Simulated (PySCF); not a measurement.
# C3H8AsB: the cost of one run

Computed with PySCF 2.14.0, with density-fitted response routines of our own, on a single molecule in the gas phase. Atoms are numbered from 0 throughout.

## 1. The molecule as given

13 atoms, charge 0, multiplicity 1; geometry from: GFN2-xTB. The atoms were then displaced at random by about 0.01 Å, so the start is not that level's minimum.

Bonds of the start (Å): C0–C1 1.31, C1–C2 1.49, C2–B3 1.59, B3–As4 1.99, C0–H5 1.10, C0–H6 1.09, C1–H7 1.06, C2–H8 1.10, C2–H9 1.11, B3–H10 1.20, As4–H11 1.51, As4–H12 1.50.

## 2. Geometry optimisation at PBE0-D3(BJ)/def2-SVP

Job settings and geometry (Å):

```
{"job": {"xc": "PBE0", "basis": "def2-SVP", "d3": "d3bj", "grid": 1, "shake": 0.01, "kind": "geom"}, "charge": 0, "multiplicity": 1}
C     -1.568050     0.773540    -0.493250
C     -1.294040     0.421190     0.735000
C      0.074370     0.506270     1.309910
B      0.661270    -0.883980     0.803910
As     1.563540    -1.048740    -0.958370
H     -2.590300     0.726950    -0.897320
H     -0.832590     1.223050    -1.153070
H     -2.030430    -0.005050     1.370190
H      0.617910     1.378170     0.925990
H      0.030720     0.614940     2.410950
H      0.286400    -1.857050     1.394980
H      2.616380    -1.994010    -0.439600
H      2.470650     0.127840    -0.741620
```

The run is started by

```console
OMP_NUM_THREADS=1 python probes_run.py task.json out
```

One launch serves the whole session: the jobs run in the order shown.

Q: Estimate the wall time and peak memory of this first job on 1 thread of Arm Neoverse V2, shared host.

About 57 s, with a peak of 0.5 GiB.
